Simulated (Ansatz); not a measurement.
# NaB3: the cost of one run

Computed with Ansatz 0.2.0 (DFT PBE, scalar-relativistic, plane waves, PAW, unless a step's input says otherwise).

1 further run of the same task is left out (it didn't finish).

## (1) The structure to begin with

It takes space group Pmmn (No. 59, orthorhombic). The conventional cell has a = 3.876 Å, b = 4.821 Å, c = 4.078 Å, α = 90.00°, β = 90.00°, γ = 90.00°. Na (site symmetry mm2) is surrounded by 12 B at 2.36 to 2.41 Å. B (site symmetry m) is surrounded by 4 Na at 2.36 to 2.38 Å and 8 B at 2.36 to 2.41 Å. B (site symmetry mm2) has 8 B at 2.36 to 2.38 Å and 4 Na at 2.38 to 2.41 Å as nearest neighbours.

Coordinates:

```cif
data_structure
_symmetry_space_group_name_H-M 'P 1'
_symmetry_Int_Tables_number 1
_cell_length_a 3.8756
_cell_length_b 4.8208
_cell_length_c 4.0783
_cell_angle_alpha 90.000
_cell_angle_beta 90.000
_cell_angle_gamma 90.000
_cell_volume 76.20
loop_
_atom_site_label
_atom_site_type_symbol
_atom_site_fract_x
_atom_site_fract_y
_atom_site_fract_z
_atom_site_occupancy
Na1 Na 0.00000 0.00000 0.67000 1
Na2 Na 0.50000 0.50000 0.33000 1
B1 B 0.00000 0.25000 0.16700 1
B2 B 0.00000 0.75000 0.16700 1
B3 B 0.50000 0.75000 0.83300 1
B4 B 0.50000 0.25000 0.83300 1
B5 B 0.50000 0.00000 0.33000 1
B6 B 0.00000 0.50000 0.67000 1
```

(A quick probe on a coarse mesh, which set the mesh and smearing, is not shown.)

## (3) Coarse relaxation

Input file input.yaml:

```yaml
crystal:
  lattice:
    - [3.8755986903, 0.0, 0.0]
    - [0.0, 4.8208446856, 0.0]
    - [0.0, 0.0, 4.0783444948]
  atoms:
    - { symbol: Na, position: [0.0, 0.0, 0.67] }
    - { symbol: Na, position: [0.5, 0.5, 0.33] }
    - { symbol: B, position: [0.0, 0.25, 0.167] }
    - { symbol: B, position: [0.0, 0.75, 0.167] }
    - { symbol: B, position: [0.5, 0.75, 0.833] }
    - { symbol: B, position: [0.5, 0.25, 0.833] }
    - { symbol: B, position: [0.5, 0.0, 0.33] }
    - { symbol: B, position: [0.0, 0.5, 0.67] }
basis:
  ecutwfc: 420
kpoints:
  mp_grid: { grid: [4, 4, 4] }
hamiltonian:
  xc: pbe
scf:
  occupations: { method: gaussian, width: 0.1 }
  lower_state_search: "off"
output:
  forces: true
  stress: true
  eigenvalues: true
relax:
  adjacent_minimum: "off"
  f_tol: 0.04
  max_steps: 70
  cell: { stress_tol: 0.4 }
```

Run with:

```bash
$ ansatz run input.yaml --threads 1 --pin off --max-ram 2560MiB --backend cpu --events-out ev --progress --plain --runs-dir out
```

What time and memory should one allow on 1 thread of Intel Xeon Platinum 8259CL at 2.50GHz (Skylake/Cascade Lake), shared host?

About 2.8 min, with a peak of 0.41 GiB.
